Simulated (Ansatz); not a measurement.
# CH₉NSiSn: one species, many methods

The task here is to estimate one member of a computed series from the others.

Program: Ansatz 0.2.0, Gaussian basis. Level of theory: functionals in def2-TZVPP, the program's frozen cores in correlated methods. These are calculated values, not measurements.

Plan: PBE-D4, r2SCAN-D4, PBE0-D4, B3LYP-D4, ωB97X-V, ωB97M-V, B2PLYP; CCSD(T)/def2-TZVPP; MP2/def2-QZVPP; extrapolation to the limit.

**The geometry**

The geometry comes from an earlier relaxation with PBE0-D4 in a triple-zeta def2 set; it is a stationary point, not always the lowest conformer. Sn takes the def2 core potential; no spin-orbit term is included.

13 atoms, charge 0, spin multiplicity 1.

Atoms are counted from 1 here; the program's logs count them from 0.

Bond lengths: C1–N2 1.451 Å, C1–H5 1.095 Å, C1–H6 1.094 Å, C1–H7 1.101 Å, N2–Sn3 2.035 Å, N2–H8 1.011 Å, Sn3–Si4 2.578 Å, Sn3–H9 1.709 Å, Sn3–H10 1.710 Å, Si4–H11 1.488 Å, Si4–H12 1.488 Å, Si4–H13 1.488 Å. Angles: N2–C1–H5 110.2°, N2–C1–H6 109.6°, N2–C1–H7 115.3°, H5–C1–H6 106.7°, H5–C1–H7 107.4°, H6–C1–H7 107.2°, C1–N2–Sn3 117.9°, C1–N2–H8 110.9°, Sn3–N2–H8 112.0°, N2–Sn3–Si4 112.4°, N2–Sn3–H9 105.5°, N2–Sn3–H10 104.8°, Si4–Sn3–H9 112.1°, Si4–Sn3–H10 110.9°, H9–Sn3–H10 110.8°, Sn3–Si4–H11 110.1°, Sn3–Si4–H12 110.2°, Sn3–Si4–H13 111.1° and more.

Set-up of the first run:

File in.yaml:

```yaml
crystal:
  periodic: [false, false, false]
  atoms:
    - {symbol: C, position_ang: [-0.820409, 1.595755, -1.003427]}
    - {symbol: N, position_ang: [-1.207121, 1.031731, 0.276626]}
    - {symbol: Sn, position_ang: [0.187654, -0.029233, 1.311614]}
    - {symbol: Si, position_ang: [1.176448, -1.965095, -0.073796]}
    - {symbol: H, position_ang: [-1.605181, 2.262326, -1.376391]}
    - {symbol: H, position_ang: [0.077939, 2.207768, -0.878999]}
    - {symbol: H, position_ang: [-0.607218, 0.861505, -1.795336]}
    - {symbol: H, position_ang: [-2.083900, 0.533214, 0.201029]}
    - {symbol: H, position_ang: [-0.610586, -0.586089, 2.716231]}
    - {symbol: H, position_ang: [1.395744, 1.113045, 1.712713]}
    - {symbol: H, position_ang: [1.752718, -1.442966, -1.342253]}
    - {symbol: H, position_ang: [0.113024, -2.949568, -0.411685]}
    - {symbol: H, position_ang: [2.251390, -2.667093, 0.678473]}
basis:
  gaussian: {orbitals: def2-TZVPP}
hamiltonian: {xc: pbe, dispersion: d4}
output: {forces: true, orbitals: {seedname: orbitals}}
```

The run is started by

```bash
ansatz run in.yaml --threads 4 --pin off --events-out ev --progress --plain --max-ram 10444MiB
```

Steps of the session up to this table: PBE-D4 (GGA); r2SCAN-D4 (meta-GGA); PBE0-D4 (hybrid); B3LYP-D4 (hybrid); ωB97X-V (range-separated); ωB97M-V (range-separated); B2PLYP (double hybrid); CCSD(T) in def2-TZVPP; MP2 in def2-QZVPP.

One table of the session follows, with a row left open; its other results are not shown here.

| method | atomisation energy (kcal/mol) |
| --- | --- |
| PBE-D4 | 946.2 |
| r2SCAN-D4 | 939.4 |
| PBE0-D4 | 936.5 |
| B3LYP-D4 | 944.7 |
| ωB97X-V | 951.6 |
| ωB97M-V | 944.3 |
| B2PLYP | 929.9 |
| HF/def2-TZVPP | ? |
| MP2/def2-TZVPP | 913.8 |
| CCSD/def2-TZVPP | 910.6 |
| CCSD(T)/def2-TZVPP | 922.1 |
| MP2/CBS | 939.9 |
| CCSD(T)/CBS | 948.2 |

Q: Estimate the row for HF/def2-TZVPP from the others.

As computed: atomisation energy (kcal/mol): 676.7. In the column «atomisation energy (kcal/mol)» it is the lowest.

Limits of these values: Free atoms (1 C, 1 N, 1 Sn, 1 Si, 9 H) were run apart at each level; the atomisation energy is their sum less the molecule, without zero-point or spin-orbit terms.
